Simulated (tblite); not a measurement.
# CH4FNSi: the cost of one run

Computed with tblite 0.8.0 and PySCF 2.14.0; each step states its level. No surroundings beyond the atoms listed, unless a continuum is named. Atoms count from 0, parts from 1.

## 1. Starting point

8 atoms, charge 0, multiplicity 1; geometry: rigid parts in contact. Parts: 1 = atoms 0–4, `F[SiH3]`, charge 0; 2 = atoms 5–7, `C#N`, charge 0.

## 2. Search for minima with GFN2-xTB

Job settings and geometry (Å):

```
{"job": {"kind": "dock", "xc": "GFN2-xTB", "basis": "xTB"}, "charge": 0, "multiplicity": 1, "parts": [{"atoms": "0-4", "charge": 0, "multiplicity": 1}, {"atoms": "5-7", "charge": 0, "multiplicity": 1}]}
Si    -0.092906    -0.001240    -0.011284
F      1.501654     0.019939     0.179029
H     -0.444213     1.349247    -0.420077
H     -0.339569    -1.000079    -1.038893
H     -0.624965    -0.367868     1.291226
C      4.190519     1.002621     0.625641
N      5.313556     0.913201     0.467412
H      3.145707     1.085816     0.772843
```

Method: GFN2-xTB search for minima from random contacts, gas phase.

Started as:

```sh
$ OMP_NUM_THREADS=1 python cluster_run.py task.json out
```

One launch serves the whole session: the jobs run in the order shown.

**Question.** How long does this first job take on 1 thread of Intel Xeon Platinum 8259CL at 2.50GHz, shared host?

About 5.8 s.
